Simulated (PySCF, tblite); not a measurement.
# C₅H₁₃B₂FN₂: geometry, infrared bands and NMR shifts

Aim: predict the infrared bands and NMR shifts of C₅H₁₃B₂FN₂ (`BN(B(F)N(C)C)C1CC1`).

The runs use tblite 0.8.0 and PySCF 2.14.0, with density-fitted response routines of our own; the level of theory stands in each step. All values are computed, except where a source is named. Atoms are numbered from 0 throughout.

## (1) Starting geometry

23 atoms, charge 0, multiplicity 1; geometry from: force field or distance geometry start.

Bonds of the start (Å): B0–N1 1.53, N1–B2 1.52, B2–F3 1.47, B2–N4 1.49, N4–C5 1.45, N4–C6 1.43, N1–C7 1.42, C7–C8 1.50, C8–C9 1.52, C9–C7 1.52, B0–H10 1.19, B0–H11 1.18, C5–H12 1.13, C5–H13 1.10, C5–H14 1.09, C6–H15 1.12, C6–H16 1.11, C6–H17 1.10, C7–H18 1.13, C8–H19 1.12, C8–H20 1.09, C9–H21 1.12, C9–H22 1.09.

## (2) Relaxing the molecule with GFN2-xTB

Job settings and geometry (Å):

```
{"job": {"kind": "relax", "xc": "GFN2-xTB", "basis": "xTB"}, "charge": 0, "multiplicity": 1}
B     -0.355800     1.206800     1.977400
N     -0.414800     0.368200     0.704400
B      0.520500     0.939900    -0.347400
F     -0.142100     1.408000    -1.567500
N      1.888000     0.369300    -0.482000
C      2.171400    -0.260000    -1.752500
C      2.350500    -0.374300     0.652700
C     -1.779200     0.285100     0.321300
C     -2.226200    -0.478700    -0.891700
C     -2.559900    -1.007300     0.492100
H     -0.747900     0.696600     2.972500
H     -0.403300     2.386900     1.942200
H      3.249800    -0.075500    -2.017700
H      1.530600     0.211900    -2.512700
H      2.024800    -1.343700    -1.760100
H      3.249000     0.162900     1.037100
H      1.577200    -0.353800     1.450700
H      2.636700    -1.415900     0.439800
H     -2.424900     1.175900     0.559500
H     -3.062300     0.024800    -1.448400
H     -1.506000    -1.069600    -1.458000
H     -1.989300    -1.898300     0.861100
H     -3.591700    -0.932300     0.837100
```

Launch:

```console
$ OMP_NUM_THREADS=1 python probes_run.py task.json out
```

This one command runs all jobs of the session in turn.

**Question.** This job is followed by: GFN2-xTB harmonic vibrations, gas phase; GIAO PBE0/pcSseg-1 NMR shielding, non-relativistic, gas phase. What will the session give for the following? strongest single infrared mode (GFN2-xTB); zero-point energy (GFN2-xTB); 13C shifts against TMS (PBE0/pcSseg-1, means over atoms taken as alike); 1H shifts against TMS (PBE0/pcSseg-1, means over atoms taken as alike); 11B shifts against BF3·OEt2 (PBE0/pcSseg-1); 15N shifts against NH3 (PBE0/pcSseg-1); 19F shifts against CFCl3 (PBE0/pcSseg-1).

**Answer**, as computed:

| quantity | value |
| --- | --- |
| strongest single infrared mode (GFN2-xTB) | 1391 cm⁻¹, 263 km/mol |
| zero-point energy (GFN2-xTB) | 117.3 kcal/mol |
| 13C shifts against TMS (PBE0/pcSseg-1, means over atoms taken as alike) | 39.9, 35.7, 10.6 ppm |
| 1H shifts against TMS (PBE0/pcSseg-1, means over atoms taken as alike) | 5.27, 3.06, 2.81, 0.71, 0.34 ppm |
| 11B shifts against BF3·OEt2 (PBE0/pcSseg-1) | 43.8, 23.1 ppm |
| 15N shifts against NH3 (PBE0/pcSseg-1) | 169.5, 82.6 ppm |
| 19F shifts against CFCl3 (PBE0/pcSseg-1) | -129.0 ppm |

In words: Relaxing lowered the energy by 2.500 eV in 176 steps; the close pair that moved most is B0–N1, from 1.526 to 1.394 Å. No mode is imaginary among the 63: a minimum at this level. The strongest single mode, at 1391 cm⁻¹, moves mainly N1 and B0. GFN2-xTB is a fitted tight-binding method: band positions and strengths are rough. Its intensities can rank the bands wrongly. At PBE0/pcSseg-1: The largest span, 243 ppm, is at N1, where the paramagnetic term is -228 ppm.
